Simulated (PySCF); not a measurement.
# Si13Ge13F16: core binding energies

Programs: PySCF 2.14.0, with routines of our own; each step states its level. All values are computed. Atoms count from 0.

### 1 The system as given

42 atoms, charge 0, multiplicity 1; geometry from: GFN2-xTB.

### 2 Core binding energies: delta-SCF UKS SCAN, pcX-2 on the ionised atom, pcseg-1

The job: settings as JSON, then the geometry in Å.

```
{"job": {"kind": "xps", "atoms": [11, 35]}, "charge": 0, "multiplicity": 1}
Ge     6.199614     2.177830     0.144060
Si     4.884916     1.530045    -1.820130
Ge     3.831591    -0.131870    -3.198457
Si     3.611577    -1.802843    -1.312243
Ge     6.017121    -1.844760    -0.732354
Si     5.642023    -0.133558     0.985308
Ge    -5.501271     2.139647     0.503104
Si    -3.169376     2.351035     1.032662
Ge    -1.048044     0.750683     0.480933
Si    -2.231247    -0.278345     2.517854
Ge    -4.256205    -1.639585     2.936898
Si    -5.311825    -0.258927     1.153630
Ge    -0.046522    -0.552401    -3.815594
Si    -2.022609     0.422191    -2.951587
Ge    -4.286218    -0.100027    -3.429699
Si    -4.232018    -1.866855    -1.631413
Ge    -2.315904    -3.318886    -0.745969
Si    -0.290650    -2.394359    -2.061390
Si     1.657828     0.597462    -2.613361
Ge     1.449086    -2.654325    -0.127088
Ge     1.793941     1.767016     1.148932
Si     4.099324     2.872089     1.081647
Ge     4.663256    -1.431592     2.930118
Si     3.001722     0.509980     2.987594
Si    -4.895099     1.521525    -1.749619
Ge    -6.505786    -1.270697    -0.780420
F      4.252201     2.985156    -2.328682
F      5.695139    -2.986404     0.946239
F     -3.460516     2.492567     2.720398
F     -2.958132    -0.107878    -0.291349
F     -1.614015    -0.117642     4.076337
F     -3.648574    -2.722302     1.291577
F     -1.760307     1.809889    -1.980237
F     -1.053406    -1.870017     0.432932
F      1.397287     1.948917    -1.626095
F      1.087841    -0.551324    -0.238065
F      3.263268     0.538448     0.137501
F      4.564041     3.306864     2.654370
F      3.098676    -1.815413     1.659579
F      1.725301     0.113618     3.988245
F     -4.567411     2.965931    -2.507636
F     -6.764790    -2.934864     0.138087
```

Method: delta-SCF UKS SCAN, pcX-2 on the ionised atom, pcseg-1 elsewhere, spin-free X2C (atomic blocks).

On the command line:

```console
$ OMP_NUM_THREADS=8 python large_run.py task.json out
```

This one command runs all jobs of the session in turn.

**Question.** How long does this job take on 8 threads of Arm Neoverse V1, shared host, and how much memory does it need?

About 5.3 min, with a peak of 3.8 GiB.
